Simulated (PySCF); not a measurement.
# [La(NH3)4]3+: forces at shaken geometries

How stiff is [La(NH3)4]3+? Its atoms are displaced at random by several amounts. It is a constructed species; whether it can be made isn't addressed.

The runs use PySCF 2.14.0; PBE, La lcecp-1-SVP with ECP46, N def2-SVP, H def2-SVP; scalar-relativistic core potentials, no spin–orbit coupling.

4 further runs of the same task are left out: 2 for a known fault of the program, 2 that didn't finish.

### 1 Starting geometry

17 atoms, charge 3, spin multiplicity 1.

Bond lengths: La1–N2 2.597 Å, La1–N6 2.597 Å, La1–N10 2.599 Å, La1–N14 2.599 Å, N2–H3 1.042 Å, N2–H4 1.042 Å, N2–H5 1.042 Å, N6–H7 1.042 Å, N6–H8 1.042 Å, N6–H9 1.042 Å, N10–H11 1.042 Å, N10–H12 1.042 Å, N10–H13 1.042 Å, N14–H15 1.042 Å, N14–H16 1.042 Å, N14–H17 1.042 Å. Angles: N2–La1–N6 109.6°, N2–La1–N10 109.5°, N2–La1–N14 109.5°, N6–La1–N10 109.5°, N6–La1–N14 109.5°, N10–La1–N14 109.4°, La1–N2–H3 115.7°, La1–N2–H4 115.6°, La1–N2–H5 115.6°, H3–N2–H4 102.7°, H3–N2–H5 102.7°, H4–N2–H5 102.7°, La1–N6–H7 115.7°, La1–N6–H8 115.6°, La1–N6–H9 115.6°, H7–N6–H8 102.7°, H7–N6–H9 102.7°, H8–N6–H9 102.7° and more.

Coordinates:

```xyz
17

La    0.00000    0.00000    0.00289
N     1.50080    1.50080    1.49986
H     1.37875    1.37875    2.52770
H     2.52808    1.37672    1.37474
H     1.37672    2.52808    1.37474
N    -1.50080   -1.50080    1.49986
H    -1.37875   -1.37875    2.52770
H    -2.52808   -1.37672    1.37474
H    -1.37672   -2.52808    1.37474
N     1.50005   -1.50005   -1.49941
H     2.14402   -2.14402   -0.99254
H     0.99169   -2.14289   -2.14326
H     2.14289   -0.99169   -2.14326
N    -1.50005    1.50005   -1.49941
H    -2.14402    2.14402   -0.99254
H    -0.99169    2.14289   -2.14326
H    -2.14289    0.99169   -2.14326
```

Formal oxidation states: La +3. The 4f shell is empty and lies in the core potential. An earlier session relaxed this geometry at PBE, La lcecp-1-SVP with ECP46, N def2-SVP, H def2-SVP (singlet, point group D2d). Its vibrations showed it to be a saddle point, relaxed within its symmetry.

Its energy there is -256.491294 Eh.

### 2 Atoms moved at random, σ = 0.15 Å

Input file run.py (the lines that set the calculation):

```python
mol = gto.M(atom='''
La     0.02230    -0.12353     0.19640
N      1.51231     1.60910     1.52131
H      1.18093     1.31636     2.66390
H      2.15972     1.37541     1.21768
H      1.42726     2.72068     1.26826
N     -1.42220    -1.46887     1.43184
H     -1.30451    -1.47252     2.43140
H     -2.51432    -1.38103     1.46457
H     -1.16078    -2.47652     1.38569
N      1.65412    -1.52849    -1.52354
H      2.25283    -2.37600    -1.12002
H      1.04306    -2.23570    -2.31316
H      2.16065    -0.87698    -1.89723
N     -1.49562     1.58711    -1.53878
H     -2.11967     2.18456    -1.08909
H     -0.95065     2.25051    -1.86032
H     -2.44543     0.89590    -2.23890''',
    basis={'La': 'lcecp-1-SVP', 'N': 'def2-SVP', 'H': 'def2-SVP'},
    ecp={'La': 'lcecp-1-SVP'},
    charge=3, spin=0)
mf = dft.RKS(mol, xc='PBE')
mf.grids.atom_grid = (50, 194)  # f atoms: unpruned, at least (60, 302)
mf = mf.density_fit()  # fitting sets: La AutoAux, N def2-universal-JKFIT, H def2-universal-JKFIT
mf.conv_tol = 1e-08; mf.max_cycle = 55
mf.kernel(dm0)  # dm0: the density of the relaxed state
```

Launch:

```bash
OMP_NUM_THREADS=4 python run.py
```

### 3 Atoms moved at random, σ = 0.15 Å

Input file run.py (the lines that set the calculation):

```python
mol = gto.M(atom='''
La    -0.04184     0.07397     0.01166
N      1.55255     1.65340     1.64865
H      1.41354     1.54790     2.76294
H      2.86181     1.58354     1.33744
H      1.50890     2.26330     1.51358
N     -1.63535    -1.56403     1.30156
H     -1.39826    -1.36344     2.40705
H     -2.78530    -1.09540     1.29312
H     -1.27735    -2.53990     1.09173
N      1.36246    -1.69092    -1.23156
H      2.10364    -2.01078    -1.08874
H      1.04948    -2.52177    -2.09392
H      2.18358    -0.82182    -2.25386
N     -1.64380     1.36291    -1.41654
H     -2.04994     2.04086    -0.95079
H     -1.14771     2.08051    -2.18132
H     -2.05641     1.00168    -2.15101''',
    basis={'La': 'lcecp-1-SVP', 'N': 'def2-SVP', 'H': 'def2-SVP'},
    ecp={'La': 'lcecp-1-SVP'},
    charge=3, spin=0)
mf = dft.RKS(mol, xc='PBE')
mf.grids.atom_grid = (50, 194)  # f atoms: unpruned, at least (60, 302)
mf = mf.density_fit()  # fitting sets: La AutoAux, N def2-universal-JKFIT, H def2-universal-JKFIT
mf.conv_tol = 1e-08; mf.max_cycle = 55
mf.kernel(dm0)  # dm0: the density of the relaxed state
```

### 4 Atoms moved at random, σ = 0.1 Å

Input file run.py (the lines that set the calculation):

```python
mol = gto.M(atom='''
La     0.03515     0.09552     0.07487
N      1.77424     1.61953     1.64579
H      1.47524     1.43000     2.49775
H      2.42438     1.32213     1.49706
H      1.49154     2.47961     1.36469
N     -1.49699    -1.36012     1.44581
H     -1.22913    -1.30135     2.52773
H     -2.58343    -1.31972     1.26600
H     -1.46705    -2.72120     1.25921
N      1.44082    -1.43056    -1.29373
H      2.01565    -2.22321    -1.14039
H      0.85841    -2.21020    -2.34536
H      2.18164    -1.00420    -2.17238
N     -1.70960     1.33467    -1.44855
H     -2.04565     2.09963    -1.06884
H     -1.06121     2.10949    -2.03426
H     -2.10403     1.07999    -2.07541''',
    basis={'La': 'lcecp-1-SVP', 'N': 'def2-SVP', 'H': 'def2-SVP'},
    ecp={'La': 'lcecp-1-SVP'},
    charge=3, spin=0)
mf = dft.RKS(mol, xc='PBE')
mf.grids.atom_grid = (50, 194)  # f atoms: unpruned, at least (60, 302)
mf = mf.density_fit()  # fitting sets: La AutoAux, N def2-universal-JKFIT, H def2-universal-JKFIT
mf.conv_tol = 1e-08; mf.max_cycle = 55
mf.kernel(dm0)  # dm0: the density of the relaxed state
```

Before running it: what results should come out? Wanted: for each run, σ; energy rise; harmonic estimate −½ F·u; largest force component.

The runs gave:

| σ (Å) | energy rise (eV) | harmonic estimate −½ F·u (eV) | largest force component (eV/Å) |
| --- | --- | --- | --- |
| 0.15 | 8.365 | 7.987 | 29.44 |
| 0.15 | 17.933 | 21.790 | 73.37 |
| 0.1 | 11.761 | 11.804 | 32.51 |

Every displacement raises the energy. For a harmonic well the rise equals −½ F·u; the two differ by at most 22 % here (a move with σ = 0.15 Å), from anharmonicity, the grid and the small forces left at the relaxed point. The bases are small and lack diffuse functions. Spin–orbit coupling is left out.
